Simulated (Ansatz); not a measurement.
This was printed by a script on the Ansatz DFT code, driven from Python, for a single point in a Gaussian basis of C₂H₆AlN, SMILES C[CH]1[NH][AlH]1. What did the script look like? Use: B2GP-PLYP, cc-pVTZ basis, multiplicity 1.

```xyz
10

C    -1.0491    0.5948   -0.2821
C    -0.1775   -0.5410   -0.0103
N     0.5207   -0.3632    1.2427
Al    1.7682   -0.2445   -0.3143
H    -1.3412    0.6533   -1.3937
H    -2.0380    0.5313    0.2814
H    -0.6065    1.6116   -0.0065
H    -0.5723   -1.5363   -0.1378
H     0.7464   -1.2897    1.7108
H     2.8325    0.5325   -1.0873
```

`python run_energy.py` gives:
```text
crystal:
  periodic: [false, false, false]
  atoms:
    - { symbol: C, position_ang: [-1.0491, 0.5948, -0.2821] }
    - { symbol: C, position_ang: [-0.1775, -0.541, -0.0103] }
    - { symbol: "N", position_ang: [0.5207, -0.3632, 1.2427] }
    - { symbol: Al, position_ang: [1.7682, -0.2445, -0.3143] }
    - { symbol: H, position_ang: [-1.3412, 0.6533, -1.3937] }
    - { symbol: H, position_ang: [-2.038, 0.5313, 0.2814] }
    - { symbol: H, position_ang: [-0.6065, 1.6116, -0.0065] }
    - { symbol: H, position_ang: [-0.5723, -1.5363, -0.1378] }
    - { symbol: H, position_ang: [0.7464, -1.2897, 1.7108] }
    - { symbol: H, position_ang: [2.8325, 0.5325, -1.0873] }
basis:
  gaussian:
    orbitals: cc-pVTZ
hamiltonian:
  xc:
    name: B2GP-PLYP
output:
  orbitals: {}

converged              True
free_energy_ev         -10249.511339610717
reference_energy_ev    -10242.1451879718
n_frozen               8
n_occupied             [11, 11]
n_virtual              [189, 189]
mean field: -376.3918933 Ha, <S^2> = 0.0000, stability: minimum
HOMO -6.144 eV, LUMO -0.922 eV, gap 5.222 eV
```

The script that was run (others could print the same):

Script `run_energy.py`:
```python
"""Single point of C2H6AlN."""

from pathlib import Path

import ansatz

molecule = (
    ansatz.Crystal.molecule()
    .atom("C", (-1.0491, 0.5948, -0.2821))
    .atom("C", (-0.1775, -0.541, -0.0103))
    .atom("N", (0.5207, -0.3632, 1.2427))
    .atom("Al", (1.7682, -0.2445, -0.3143))
    .atom("H", (-1.3412, 0.6533, -1.3937))
    .atom("H", (-2.038, 0.5313, 0.2814))
    .atom("H", (-0.6065, 1.6116, -0.0065))
    .atom("H", (-0.5723, -1.5363, -0.1378))
    .atom("H", (0.7464, -1.2897, 1.7108))
    .atom("H", (2.8325, 0.5325, -1.0873))
)

setup = (
    molecule.calculation()
    .basis(gaussian="cc-pVTZ")
    .functional(ansatz.LibraryFunctional("B2GP-PLYP"))
    .orbitals()
)
print(setup.to_yaml())
outcome = setup.run(runs_dir="c2h6aln_runs")
rep = outcome.report

for key in ("converged", "free_energy_ev", "reference_energy_ev", "n_frozen", "n_occupied", "n_virtual"):
    print(f"{key:22s} {rep[key]}")

state = rep["mean_field"]["state"]
print(f"mean field: {state['energy']['hartree']:.7f} Ha, <S^2> = {abs(state['spin_squared']):.4f}, stability: {state.get('stability', {}).get('kind')}")

lines = Path(rep["orbitals_path"]).read_text().splitlines()
field_of = lambda key: [line.split("=")[1].strip() for line in lines if line.startswith(key)]
orbitals = [(27.211386 * float(e), s, float(n)) for e, s, n in zip(field_of("Ene="), field_of("Spin="), field_of("Occup="))]
homo = max(e for e, _, n in orbitals if n > 0.5)
lumo = min(e for e, _, n in orbitals if n < 0.5)
print(f"HOMO {homo:.3f} eV, LUMO {lumo:.3f} eV, gap {lumo - homo:.3f} eV")
```

Caveats:
- Total energies depend on the basis set; only differences at equal settings carry meaning.
- The geometry is a force-field or estimated start, not a minimum of this method, and the basis set is short of its limit.
- Levels such as HOMO and LUMO are orbital energies: with these approximate functionals they aren't the ionisation energy and electron affinity, and their gap isn't the fundamental gap.
- For a double hybrid the total adds scaled second-order correlation to the self-consistent reference.
- It ran for 12 s on 1 thread of Intel(R) Xeon(R) 6975P-C (Granite Rapids) (shared host), peak memory 0.52 GiB.

(A comment or docstring line of the script was reworded after the run, the code is as it ran; lines on the test bed's own set-up are left out of the output.)
